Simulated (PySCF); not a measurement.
**C3H9BSi: electronic excitations and core binding energies**

Wanted: the electronic excitations and core binding energies of C3H9BSi (`B1CCC[SiH2]1`), by calculation.

The runs use PySCF 2.14.0, with density-fitted response routines of our own; the level of theory stands in each step. All values are computed, except where a source is named. Atoms count from 0, in the outputs and in this text.

**1. The starting structure**

14 atoms, charge 0, multiplicity 1; geometry from: GFN2-xTB.

Bonds of the start (Å): B0–C1 1.57, C1–C2 1.54, C2–C3 1.53, C3–Si4 1.92, Si4–B0 1.96, B0–H5 1.17, C1–H6 1.09, C1–H7 1.10, C2–H8 1.09, C2–H9 1.09, C3–H10 1.09, C3–H11 1.09, Si4–H12 1.47, Si4–H13 1.48.

**2. Excited states and response: CAM-B3LYP/def2-SVPD**

Job settings and geometry (Å):

```
{"job": {"kind": "uv", "xc": "CAM-B3LYP", "basis": "def2-SVPD", "nstates": 8, "ntriplets": 3}, "charge": 0, "multiplicity": 1}
B     -0.251388     1.565484    -0.081154
C     -1.303864     0.439621     0.227574
C     -0.762216    -0.946165    -0.159888
C      0.717616    -1.040060     0.213761
Si     1.469140     0.650908    -0.291297
H     -0.551690     2.696167    -0.092843
H     -2.306799     0.590692    -0.180840
H     -1.433292     0.463150     1.319457
H     -0.864336    -1.070764    -1.241322
H     -1.342462    -1.742427     0.314851
H      1.178122    -1.904774    -0.260641
H      0.810664    -1.186310     1.291788
H      2.620503     0.961956     0.572295
H      2.019325     0.522050    -1.653907
```

Method: TDDFT CAM-B3LYP/def2-SVPD, vertical, gas phase, core orbitals frozen in the response.

On the command line:

```console
OMP_NUM_THREADS=1 python probes_run.py task.json out
```

This one command runs all jobs of the session in turn.

What it wrote:

```text
coarse grid: 11552 points
cycle   1  E = -433.6688025049  dE =  4.616e-01  |g| = 3.139e-01  |ddm| = 4.823e+00
cycle   2  E = -433.6785957760  dE = -9.793e-03  |g| = 2.729e-01  |ddm| = 9.383e-01
cycle   3  E = -433.6983187710  dE = -1.972e-02  |g| = 3.381e-02  |ddm| = 3.709e-01
cycle   4  E = -433.6986761401  dE = -3.574e-04  |g| = 9.618e-03  |ddm| = 1.005e-01
cycle   5  E = -433.6987014024  dE = -2.526e-05  |g| = 2.387e-03  |ddm| = 2.102e-02
cycle   6  E = -433.6987031215  dE = -1.719e-06  |g| = 5.801e-04  |ddm| = 5.782e-03
final grid: 105112 points
cycle   7  E = -433.7661824325  dE = -2.710e-05  |g| = 3.018e-03  |ddm| = 5.682e-02
cycle   8  E = -433.7661826631  dE = -2.306e-07  |g| = 2.962e-03  |ddm| = 9.174e-03
cycle   9  E = -433.7661849436  dE = -2.280e-06  |g| = 1.341e-04  |ddm| = 3.780e-03
cycle  10  E = -433.7661849501  dE = -6.510e-09  |g| = 7.579e-05  |ddm| = 5.173e-04
cycle  11  E = -433.7661849517  dE = -1.574e-09  |g| = 1.534e-05  |ddm| = 1.377e-04
cycle  12  E = -433.7661849518  dE = -9.709e-11  |g| = 4.185e-06  |ddm| = 4.224e-05
converged SCF energy = -433.7661849518

Static polarisability (au): isotropic 73.972, principal 63.010 75.233 83.674

Singlet excitations
state   eV       nm        f      main configurations
  1   4.1600    298.0   0.00268   H->L 0.90
  2   5.4228    228.6   0.00107   H-3->L 0.84, H-2->L 0.09
  3   5.5527    223.3   0.00589   H-1->L 0.89
  4   6.5401    189.6   0.04411   H-2->L 0.88, H-3->L 0.08
  5   6.7712    183.1   0.00436   H-4->L 0.95
  6   7.2089    172.0   0.02550   H-5->L 0.54, H->L+1 0.29, H->L+2 0.10
  7   7.2636    170.7   0.01747   H->L+1 0.55, H-5->L 0.36
  8   7.7765    159.4   0.05716   H->L+2 0.74, H->L+1 0.10

Triplet excitations (Tamm-Dancoff, eV): 3.4045 4.8988 5.3250
```

Wall time 42 s (1 thread of Arm Neoverse N1, shared host); peak memory 0.76 GiB.

The orbitals next to the gap, with their largest atomic shares:

```csv
orbital,eV,atoms
HOMO−3,-10.52,"B0 26 %, C1 23 %, C2 15 %"
HOMO−2,-10.45,"Si4 20 %, H12 13 %, C3 13 %"
HOMO−1,-9.84,"Si4 26 %, C3 17 %, B0 10 %"
HOMO,-9.01,"Si4 26 %, B0 25 %, C3 21 %"
LUMO,-0.84,"B0 46 %, Si4 19 %, C1 13 %"
LUMO+1,1.13,"B0 33 %, Si4 13 %, C1 7 %"
LUMO+2,1.56,"B0 29 %, Si4 20 %, C3 10 %"
```

With each of the 8 states as a Gaussian band of 0.4 eV half-width at 1/e, the curve within the window shown has maxima at 299 nm (ε 110), 224 nm (ε 280), 188 nm (ε 2,000), 162 nm (ε 2,700) L/(mol cm). Beyond the last state computed it falls off for lack of states. The curve at chosen wavelengths:

nm, ε (L/mol/cm) and a bar:
```
      154       1339 ###############
      162       2683 ##############################
      170       2338 ##########################
      177       1927 ######################
      185       1979 ######################
      193       1805 ####################
      201        850 #########
      208        331 ####
      216        245 ###
      224        282 ###
      232        229 ##
      239        141 #
      247         61 #
      255         24 
      263         20 
      270         34 
      278         60 #
      286         88 #
      294        106 #
      301        108 #
      309         96 #
      317         75 #
      325         53 
      332         36 
      340         22 
      348         12
```

Further results of this job:

```csv
property,computed
dipole moment (D),0.93
polarisability (Å³),10.96
HOMO–LUMO gap (eV),8.17
−ε(HOMO) (eV),9.01
```

**3. Core-electron binding energies: SCAN, X2C**

The job, as its differences from that of step 2:

```diff
@@ -1,2 +1,2 @@
-{"job": {"kind": "uv", "xc": "CAM-B3LYP", "basis": "def2-SVPD", "nstates": 8, "ntriplets": 3}, "charge": 0, "multiplicity": 1}
+{"job": {"kind": "xps"}, "charge": 0, "multiplicity": 1}
 B     -0.251388     1.565484    -0.081154
```

With the program's defaults for keys left out, this is: delta-SCF UKS SCAN, pcX-2 on the ionised atom, pcseg-1 elsewhere, spin-free X2C.

What it wrote:

```text
ground state, core basis on atom 0 (B), 150 functions
  cycle   1  E = -434.45943848  |g| = 5.12e-01
  cycle   2  E = -434.36957808  |g| = 7.49e-01
  cycle   3  E = -434.53349017  |g| = 6.27e-02
  cycle   4  E = -434.53471596  |g| = 1.84e-02
  cycle   5  E = -434.53479195  |g| = 9.03e-03
  cycle   6  E = -434.53481366  |g| = 1.43e-03
  cycle   7  E = -434.53481282  |g| = 5.81e-04
  cycle   8  E = -434.53481248  |g| = 1.45e-04
  E(ground) = -434.57370455 Eh
hole in B 1s of atom 0
  cycle   1  E = -426.92563448  |g| = 1.16e+00
  cycle   2  E = -425.00968794  |g| = 1.98e+00
  cycle   3  E = -427.16161117  |g| = 5.23e-01
  cycle   4  E = -427.30829258  |g| = 2.56e-01
  cycle   5  E = -427.34251591  |g| = 9.23e-02
  cycle   6  E = -427.34722203  |g| = 2.69e-02
  cycle   7  E = -427.34776382  |g| = 1.36e-02
  cycle   8  E = -427.34792237  |g| = 5.44e-03
  cycle   9  E = -427.34794446  |g| = 3.22e-03
  cycle  10  E = -427.34795552  |g| = 1.83e-03
  cycle  11  E = -427.34795880  |g| = 4.27e-04
  E(ion) = -427.38700666 Eh   <S^2> = 0.8320   hole on atom = 1.000   binding energy = 195.560 eV
ground state, core basis on atom 1 (C), 150 functions
  cycle   1  E = -434.54272121  |g| = 5.73e-02
  cycle   2  E = -434.54268165  |g| = 1.90e-02
  cycle   3  E = -434.54267629  |g| = 1.97e-02
  cycle   4  E = -434.54278972  |g| = 1.33e-03
  cycle   5  E = -434.54279104  |g| = 3.03e-04
  E(ground) = -434.58067352 Eh
hole in C 1s of atom 1
  cycle   1  E = -423.31336509  |g| = 1.51e+00
  cycle   2  E = -422.57345432  |g| = 1.85e+00
  cycle   3  E = -423.83174211  |g| = 3.37e-01
  cycle   4  E = -423.87710214  |g| = 1.06e-01
  cycle   5  E = -423.88324584  |g| = 4.34e-02
  cycle   6  E = -423.88433877  |g| = 6.14e-03
  cycle   7  E = -423.88435961  |g| = 3.59e-03
  cycle   8  E = -423.88436810  |g| = 1.39e-03
  cycle   9  E = -423.88437024  |g| = 6.50e-04
  cycle  10  E = -423.88436948  |g| = 2.83e-04
  E(ion) = -423.92097017 Eh   <S^2> = 0.7676   hole on atom = 1.000   binding energy = 290.065 eV
ground state, core basis on atom 2 (C), 150 functions
  cycle   1  E = -434.54351721  |g| = 5.87e-02
  cycle   2  E = -434.54345248  |g| = 2.55e-02
  cycle   3  E = -434.54349547  |g| = 2.18e-02
  cycle   4  E = -434.54361884  |g| = 1.13e-03
  cycle   5  E = -434.54361780  |g| = 3.29e-04
  E(ground) = -434.58138689 Eh
hole in C 1s of atom 2
  cycle   1  E = -423.30283834  |g| = 1.51e+00
  cycle   2  E = -422.52602800  |g| = 1.90e+00
  cycle   3  E = -423.82687613  |g| = 3.33e-01
  cycle   4  E = -423.87134662  |g| = 7.17e-02
  cycle   5  E = -423.87325261  |g| = 2.61e-02
  cycle   6  E = -423.87354496  |g| = 1.07e-02
  cycle   7  E = -423.87361398  |g| = 2.81e-03
  cycle   8  E = -423.87362112  |g| = 1.30e-03
  cycle   9  E = -423.87362230  |g| = 7.71e-04
  cycle  10  E = -423.87362254  |g| = 2.02e-04
  E(ion) = -423.91047851 Eh   <S^2> = 0.7696   hole on atom = 1.000   binding energy = 290.370 eV
ground state, core basis on atom 3 (C), 150 functions
  cycle   1  E = -434.54387260  |g| = 5.86e-02
  cycle   2  E = -434.54380910  |g| = 2.51e-02
  cycle   3  E = -434.54384405  |g| = 2.22e-02
  cycle   4  E = -434.54396452  |g| = 1.74e-03
  cycle   5  E = -434.54396616  |g| = 3.57e-04
  E(ground) = -434.58160079 Eh
hole in C 1s of atom 3
  cycle   1  E = -423.32108761  |g| = 1.51e+00
  cycle   2  E = -422.59023830  |g| = 1.86e+00
  cycle   3  E = -423.85501268  |g| = 3.25e-01
  cycle   4  E = -423.89734009  |g| = 7.42e-02
  cycle   5  E = -423.89936853  |g| = 2.71e-02
  cycle   6  E = -423.89969776  |g| = 9.93e-03
  cycle   7  E = -423.89975269  |g| = 3.06e-03
  cycle   8  E = -423.89975937  |g| = 1.14e-03
  cycle   9  E = -423.89976021  |g| = 6.82e-04
  cycle  10  E = -423.89976086  |g| = 2.06e-04
  E(ion) = -423.93613935 Eh   <S^2> = 0.7686   hole on atom = 1.000   binding energy = 289.678 eV
ground state, core basis on atom 4 (Si), 161 functions
  cycle   1  E = -434.63614478  |g| = 2.85e-01
  cycle   2  E = -434.63616605  |g| = 3.19e-02
  cycle   3  E = -434.63607379  |g| = 3.07e-02
  cycle   4  E = -434.63628407  |g| = 7.78e-03
  cycle   5  E = -434.63629965  |g| = 8.70e-04
  cycle   6  E = -434.63629932  |g| = 1.64e-04
  E(ground) = -434.63240525 Eh
hole in Si 1s of atom 4
  cycle   1  E = -365.74309566  |g| = 4.35e+00
  cycle   2  E = -365.89360733  |g| = 2.10e+00
  cycle   3  E = -366.50485158  |g| = 6.92e-01
  cycle   4  E = -366.76626773  |g| = 2.56e-01
  cycle   5  E = -366.80291407  |g| = 9.11e-02
  cycle   6  E = -366.80712475  |g| = 2.81e-02
  cycle   7  E = -366.80750255  |g| = 9.03e-03
  cycle   8  E = -366.80754109  |g| = 3.89e-03
  cycle   9  E = -366.80754942  |g| = 6.26e-04
  cycle  10  E = -366.80755027  |g| = 2.72e-04
  E(ion) = -366.81128815 Eh   <S^2> = 0.7524   hole on atom = 1.000   binding energy = 1845.507 eV
hole in Si 2p of atom 4
  cycle   1  E = -430.39946519  |g| = 1.24e+00
  cycle   2  E = -430.26980165  |g| = 1.09e+00
  cycle   3  E = -430.68761277  |g| = 2.43e-01
  cycle   4  E = -430.72268831  |g| = 9.63e-02
  cycle   5  E = -430.72736889  |g| = 3.89e-02
  cycle   6  E = -430.72820715  |g| = 6.43e-03
  cycle   7  E = -430.72822212  |g| = 4.03e-03
  cycle   8  E = -430.72823135  |g| = 6.19e-04
  cycle   9  E = -430.72823004  |g| = 3.24e-04
  E(ion) = -430.73551787 Eh   <S^2> = 0.7525   hole on atom = 1.002   binding energy = 106.040 eV
  2p3/2 = 105.850 eV   2p1/2 = 106.473 eV
```

It took 1.8 min on 1 thread of Arm Neoverse N1, shared host; peak memory 0.58 GiB.

Binding energies by hole, beside the orbital energy of the ground state; the difference holds orbital relaxation and, for a density functional, its self-interaction error:

```csv
hole,stands for,environment,ΔSCF (eV; 2p as the shell's mean),−ε (eV),⟨S²⟩
B1s on B0,B0,"boron bonded to C, Si, H, in a 5-membered ring",195.56,180.1,0.832
C1s on C1,C1,sp3 CH2 bonded to B,290.07,273.2,0.768
C1s on C2,C2,sp3 CH2 in a ring,290.37,273.5,0.770
C1s on C3,C3,sp3 CH2 bonded to Si,289.68,273.0,0.769
Si1s on Si4,Si4,"silicon bonded to C, B, 2 H, in a 5-membered ring",1845.51,1792.5,0.752
Si2p on Si4,Si4,"silicon bonded to C, B, 2 H, in a 5-membered ring",106.06,95.4,0.753
```

With the spin-orbit splitting: Si4 2p3/2 105.85, 2p1/2 106.47 eV. The table gives each 2p level as the mean over the whole 2p shell (two parts 2p3/2, one part 2p1/2), which differs a little from the single hole in the log.

**4. Summary of results**

| quantity | value |
| --- | --- |
| lowest singlet (CAM-B3LYP/def2-SVPD) | 4.16 eV (298 nm), f = 0.003 |
| brightest single state of those computed | state 8, 7.78 eV, f = 0.057 |
| lowest triplet | 3.40 eV |
| C1s binding energies, SCAN/pcX-2 | C2 290.37, C1 290.07, C3 289.68 eV |
| B1s binding energies, SCAN/pcX-2 | B0 195.56 eV |
| Si1s binding energies, SCAN/pcX-2 | Si4 1845.51 eV |
| Si2p binding energies, SCAN/pcX-2 | Si4 106.06 eV |

In words: The first singlet state (HOMO→LUMO 0.90) lies at 4.16 eV and is weak; of the 8 states computed, the strongest absorption comes from state 8 at 7.78 eV (the last computed, so partners may be missing). The lowest triplet lies 0.76 eV below the lowest singlet (triplets in Tamm-Dancoff, singlets in full TDDFT). C2 (sp3 CH2 in a ring) binds its C1s electron 0.69 eV more tightly than C3 (sp3 CH2 bonded to Si).
